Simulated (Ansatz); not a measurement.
# Bi3S: from a guess to a relaxed structure

Where does this trial cell of Bi3S go when cell and atoms are let free?

Program: Ansatz 0.2.0. Level of theory: DFT PBE, scalar-relativistic, plane waves, PAW. These are calculated values, not measurements.

**1. Starting point**

It takes space group Fm-3m (No. 225, cubic). The conventional cell has a = 7.608 Å, b = 7.608 Å, c = 7.608 Å, α = 90.00°, β = 90.00°, γ = 90.00°. Bi (site symmetry -43m) has 4 Bi at 3.29 Å and 4 S at 3.29 Å in its first shell of neighbours. Bi (site symmetry m-3m) is surrounded by 8 Bi at 3.29 Å. Around S (site symmetry m-3m) lie 8 Bi at 3.29 Å.

Coordinates:

```xyz
4
Lattice="0.0000 3.8040 3.8040 3.8040 0.0000 3.8040 3.8040 3.8040 0.0000" Properties=species:S:1:pos:R:3 pbc="T T T"
Bi    1.9020    1.9020    1.9020
Bi    5.7060    5.7060    5.7060
Bi    3.8040    3.8040    3.8040
S     0.0000    0.0000    0.0000
```

A structure generator made this guess: species swapped into a database cell of CdHg3 (Fm-3m, No. 225), with S on the Cd sites and Bi on the Hg sites. Its size is a rough estimate.

**2. The guess as it stands, on a coarse mesh**

The input, input.yaml:

```yaml
crystal:
  lattice:
    - [0.0, 3.80398248, 3.80398248]
    - [3.80398248, 0.0, 3.80398248]
    - [3.80398248, 3.80398248, 0.0]
  atoms:
    - { symbol: Bi, position: [0.25, 0.25, 0.25] }
    - { symbol: Bi, position: [0.75, 0.75, 0.75] }
    - { symbol: Bi, position: [0.5, 0.5, 0.5] }
    - { symbol: S, position: [0.0, 0.0, 0.0] }
basis:
  ecutwfc: 420
kpoints:
  mp_grid: { grid: [4, 4, 4] }
hamiltonian:
  xc: pbe
scf:
  occupations: { method: gaussian, width: 0.1 }
  lower_state_search: "off"
output:
  forces: true
  stress: true
  eigenvalues: true
```

Launch:

```console
> ansatz run input.yaml --threads 1 --pin off --max-ram 2560MiB --backend cpu --events-out ev --progress --plain --runs-dir out
```

Log (excerpt; [...] marks lines left out):

```text
Warning: RAYON_NUM_THREADS=1 ignored (pool sized by the plan → 1); use --threads N
[...]
Pseudopotentials: kind: paw
Pseudopotential: Bi, paw, valence charge 15, recommended cutoff 420 eV (normal), Bi.paw.azcp
Pseudopotential: S, paw, valence charge 6, recommended cutoff 420 eV (normal), S.paw.azcp
Functional definition: PBE
[...]
Crystal: 4 atoms, lattice volume = 110.089 Å³
Basis set: ecut = 420 eV, 2109 PW (Γ), exchange–correlation on 72×72×72 points (8 copies of the dense FFT grid, shifted against one another)
Bands: 31, of which v1, the nominal top of the filled ones, is band 26 counted from 1 (25 counted from 0)
Symmetry: 48 space group operations
Space group: Fm-3m (ITA 225), of the structure as read, at distance tolerance 4.8e-5 Å
k-points: 8 of 64
[...]
SCF iter   1: F=—  HF=-38091.323301 eV  |F-HF|=—  |Δ(HF+E_count)|=         —  Δρ=1.63e-3  dr2=6.64e-3  ethr=1.77e-3  ⟨swp⟩=7.5  Hψ=1107  notcnv=0
[...]
SCF iter   6: F=-38091.320130 eV  HF=-38091.320130 eV  |F-HF|=5.39e-8  |Δ(HF+E_count)|=   5.75e-7  Δρ=8.37e-6  dr2=5.74e-8  ethr=1.96e-10  ⟨swp⟩=6.5  Hψ=1174  notcnv=0
[...]
SCF converged after 6 iterations
Free energy (F): -38091.320130 eV
[...]
E sigma→0 (E₀):  -38091.314953 eV
Entropy (-TS):   -0.010354 eV (-2.588 meV/atom)
Fermi energy:    10.851756 eV
[...]
--- Forces (eV/Å), atoms counted from 1 ---
  atom   1  Bi    -0.00000000     0.00000000    -0.00000000
  atom   2  Bi    -0.00000000    -0.00000000    -0.00000000
  atom   3  Bi     0.00000000    -0.00000000     0.00000000
  atom   4  S     -0.00000000     0.00000000     0.00000000
[...]
--- Stress (GPa, compression-positive) ---
       -0.279711       0.000000       0.000000
        0.000000      -0.279711       0.000000
       -0.000000      -0.000000      -0.279711
  P = ⅓ Tr σ = -0.2797 GPa (-2.797 kbar)
--- Band table (eV; the first three rows and the last of 8) ---
[...]
```

It took 4.2 s on 1 thread of AMD EPYC (Zen 3), shared host; peak memory 0.36 GiB.

The probe gives pressure -0.3 GPa, largest force 0.00 eV/Å, gap on this mesh none (metal). The relaxation goes to the converged mesh at once.

**3. Relaxation on the finer mesh**

input.yaml, as its differences from that of step 2:

```diff
@@ -13,3 +13,3 @@
 kpoints:
-  mp_grid: { grid: [4, 4, 4] }
+  mp_grid: { grid: [10, 10, 10] }
 hamiltonian:
@@ -18,3 +18,2 @@
   occupations: { method: gaussian, width: 0.1 }
-  lower_state_search: "off"
 output:
@@ -23 +22,6 @@
   eigenvalues: true
+relax:
+  adjacent_minimum: "off"
+  f_tol: 0.01
+  max_steps: 80
+  cell: { stress_tol: 0.05 }
```

Launch:

```console
> ansatz run input.yaml --threads 1 --pin off --max-ram 2560MiB --backend cpu --events-out ev --progress --plain --runs-dir out
```

Log (excerpt; [...] marks lines left out):

```text
Warning: RAYON_NUM_THREADS=1 ignored (pool sized by the plan → 1); use --threads N
[...]
[... 4 set-up lines as earlier in the session ...]
[...]
Crystal: 4 atoms, lattice volume = 110.089 Å³
Basis set: ecut = 420 eV, 2109 PW (Γ), exchange–correlation on 72×72×72 points (8 copies of the dense FFT grid, shifted against one another)
Bands: 31, of which v1, the nominal top of the filled ones, is band 26 counted from 1 (25 counted from 0)
[... 2 set-up lines as earlier in the session ...]
k-points: 47 of 1000
[...]
SCF iter   1: F=—  HF=-38091.137094 eV  |F-HF|=—  |Δ(HF+E_count)|=         —  Δρ=3.66e-3  dr2=3.99e-2  ethr=1.77e-3  ⟨swp⟩=7.6  Hψ=6754  notcnv=0
[...]
        0.033311      -0.000000      -0.000000
       -0.000000       0.033311      -0.000000
       -0.000000      -0.000000       0.033311
  P = ⅓ Tr σ = 0.0333 GPa (0.333 kbar)
--- Band table (eV; the first three rows and the last of 47) ---
[...]
--- Relaxed structure (2 steps of the walk, 2 accepted, 1 SCFs on fresh bases) ---
  F+E_penalty+E_count = -38091.12808772 eV   max|allowed force component| = 1.874e-16 eV/Å   (the final SCF, on the basis selected at the relaxed cell)
  cell:  # Å, volume = 109.9029 Å³
    - [-5.09537203289559e-35, 3.801833196358878, 3.801833196358878]
    - [3.801833196358878, 1.2738430082238976e-35, 3.801833196358878]
    - [3.801833196358878, 3.801833196358878, 6.369215041119489e-35]
  atoms:
    - { symbol: Bi, position: [0.24999999999999997, 0.24999999999999997, 0.24999999999999997] }
    - { symbol: Bi, position: [0.7499999999999999, 0.7499999999999999, 0.7499999999999999] }
    - { symbol: Bi, position: [0.49999999999999994, 0.49999999999999994, 0.49999999999999994] }
    - { symbol: S, position: [3.263217012682812e-35, -3.8960833424152365e-35, -1.8524524859876168e-35] }
```

Run time: 53 s. Hardware: 1 thread of AMD EPYC (Zen 3), shared host; peak memory 0.46 GiB.

Relaxation path:

```csv
step,energy from step 1 (eV/cell),largest force component (eV/Å),pressure (GPa),volume (Å³)
1,0.0000,0.0000,-0.07,110.09
2,-0.0001,0.0000,0.03,109.90
3,0.0000,0.0000,0.03,109.90
```

Step 1 is the start. Step 3 repeats the geometry before it on a plane-wave basis chosen anew for that cell, so its energy need not be comparable with the rows above.

Lengths and angles in the start's conventional setting:

|  | before | after | change |
| --- | --- | --- | --- |
| a (Å) | 7.608 | 7.604 | -0.1 % |
| b (Å) | 7.608 | 7.604 | -0.1 % |
| c (Å) | 7.608 | 7.604 | -0.1 % |
| volume (Å³/atom) | 27.52 | 27.48 | -0.2 % |
| shortest distance (Å) | 3.294 | 3.292 | -0.1 % |
| space group (0.01 Å) | Fm-3m | Fm-3m | same |

The run keeps the 48 symmetry operations of the start, so it could not have lowered the symmetry.

**4. What came out**

| quantity | value |
| --- | --- |
| symmetry at the end (tolerance 0.05 Å) | space group Fm-3m (No. 225) |
| conventional cell | a = 7.604 Å, b = 7.604 Å, c = 7.604 Å, α = 90.00°, β = 90.00°, γ = 90.00° |
| volume | 27.48 Å³/atom |
| energy over the elements | +0.15 eV/atom |
| gap on the mesh | none (metal) |

In words: The space group Fm-3m (No. 225) is kept, at nearly the size of the first guess. The formation energy is positive, so the separate elements lie lower. No finished test with a distortion of lower symmetry is shown, so the end may be a saddle point. Spin-orbit coupling is left out for Bi. The final runs have no spin polarisation, so a magnetic state may lie lower.
